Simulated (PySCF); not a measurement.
# C4H7F3Si2: the cost of one run

Programs: PySCF 2.14.0, with routines of our own; each step states its level. All values are computed. Atoms count from 0.

## Step 1: The system as given

16 atoms, charge 0, multiplicity 1; geometry from: GFN2-xTB.

## Step 2: Relaxing the molecule at PBE0-D3(BJ)/def2-SVP

Job settings and geometry (Å):

```
{"job": {"xc": "PBE0", "basis": "def2-SVP", "d3": "d3bj", "grid": 2, "kind": "geom"}, "charge": 0, "multiplicity": 1}
F      1.962032    -1.341873    -1.529971
C      1.755153    -1.165572    -0.205997
F      1.227827    -2.318644     0.240483
F      2.987833    -1.087267     0.338587
C      0.930756     0.034806     0.076853
Si     1.690032     1.673957    -0.486658
C     -0.227937    -0.084582     0.660474
C     -1.419760    -0.157194     1.145822
Si    -2.943826    -0.364116     0.036835
H      1.813031     1.628277    -1.943718
H      2.999514     1.815199     0.148137
H      0.756964     2.710977    -0.051668
H     -1.572502    -0.115009     2.213481
H     -4.100373    -0.362144     0.934048
H     -3.003823     0.766962    -0.890296
H     -2.862518    -1.624834    -0.697822
```

Launch:

```sh
OMP_NUM_THREADS=1 python excited_run.py task.json out
```

This one command runs all jobs of the session in turn.

**Question.** How long does this first job take on 1 thread of Arm Neoverse V1, shared host, and how much memory does it need?

About 73 s, with a peak of 0.81 GiB.
